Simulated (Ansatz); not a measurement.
**TiCH3 (doublet): the correlation ladder at a displaced geometry (v1), def2-SVP**

An exercise on one series of results from a longer session: the logs are not shown, and one member is left open.

Program: Ansatz 0.2.0, Gaussian basis. Level of theory: def2-SVP, core rule «outside noble gas», up to 10 orbitals frozen. These are calculated values, not measurements.

Plan: UHF; CCSD(T) on ROHF; CCSD(T) on UHF; CISD as a restricted active space (open shells left free, so some higher excitations enter); CCSDT(Q) on ROHF; CCSDT(Q) on UHF; CASSCF and MRCISD+Q, 9 electrons in 9 orbitals; CASSCF and NEVPT2, 9 electrons in 9 orbitals.

26 further runs of the same task are left out: 9 that didn't finish, 17 set aside as unsound or not needed. Runs told in other sessions of the task aren't counted.

**The system**

The geometry is a PBE0/def2-TZVP stationary point (not a proven minimum) with its atoms shifted at random (size 0.040 Å).

5 atoms, charge 0, spin multiplicity 2.

Atoms are counted from 1 here; the program's logs count them from 0.

Bond lengths: Ti1–C2 2.074 Å, C2–H3 1.046 Å, C2–H4 1.098 Å, C2–H5 1.038 Å. Angles: Ti1–C2–H3 112.9°, Ti1–C2–H4 111.0°, Ti1–C2–H5 114.4°, H3–C2–H4 103.5°, H3–C2–H5 104.0°, H4–C2–H5 110.3°.

As a file:

```
Ti    0.0019    0.0029    0.5153
C     0.0010   -0.0120   -1.5583
H    -0.8441   -0.4778   -1.9613
H    -0.0538    1.0087   -1.9600
H     0.7969   -0.5245   -1.9830
```

The first run:

File in.yaml:

```yaml
crystal:
  periodic: [false, false, false]
  atoms:
    - {symbol: Ti, position_ang: [0.001866, 0.002880, 0.515321]}
    - {symbol: C, position_ang: [0.001034, -0.012010, -1.558253]}
    - {symbol: H, position_ang: [-0.844083, -0.477836, -1.961303]}
    - {symbol: H, position_ang: [-0.053764, 1.008685, -1.959984]}
    - {symbol: H, position_ang: [0.796902, -0.524498, -1.982989]}
basis:
  gaussian: {orbitals: def2-SVP}
magnetization: {spin_polarized: true, initial_magnetization: 1}
hamiltonian: {xc: hf}
output: {orbitals: {seedname: orbitals}}
```

On the command line:

```console
> ansatz run in.yaml --threads 1 --pin off --events-out ev --progress --plain --max-ram 2393MiB
```

Steps of the session up to this table: UHF; CCSD(T) on ROHF; CCSD(T) on UHF; CISD as a restricted active space (open shells left free, so some higher excitations enter); CCSDT(Q) on ROHF; CCSDT(Q) on UHF; CASSCF and MRCISD+Q, 9 electrons in 9 orbitals; CASSCF and NEVPT2, 9 electrons in 9 orbitals.

One of the session's tables, all rows but one given; the rest of the session is left out.

```
   method  from RCCSDT(Q) (kJ/mol)
     ROHF                   +683.1
     RMP2                   +131.1
     UMP2                   +143.8
     CISD                    +97.6
    RCCSD                    +30.0
    UCCSD                    +33.5
 RCCSD(T)                     +6.1
 UCCSD(T)                     +8.3
   RCCSDT                        ?
   UCCSDT                     +0.5
RCCSDT(Q)                        0
UCCSDT(Q)                     -3.3
```

**Question.** Estimate the row for RCCSDT.

The run gave: from RCCSDT(Q) (kJ/mol): +1.6. In the column «from RCCSDT(Q) (kJ/mol)» it lies between UCCSDT (+0.5) and RCCSD(T) (+6.1).

Not comparable, so not listed: CASSCF and MRCISD+Q, 9 electrons in 9 orbitals (they don't share determinant, frozen orbitals or solution with the rows shown, or repeat one).

Caveats from the session: The determinant of CCSDT(Q) (⟨S²⟩ 1.33) is far from a pure spin state, so its energy mixes those of several spin states; high orders of coupled cluster remove much of that, low ones don't. Left out of the table: CASSCF frontier, NEVPT2 frontier (the active space lost an orbital or holds another state than full CI finds). Left out of the table: UHF (another determinant or state than the rows shown). The program flags UCCSDT(Q) as in doubt, so read those rows with care; the flags are other amplitudes. Warnings: spin contamination; coupled cluster took another determinant than the lowest. Restricted and unrestricted rows rest on different reference determinants; a gap between their highest levels can come from leftover correlation error, from unlike frozen cores or from another state. Warnings in the runs' records: passed over end.
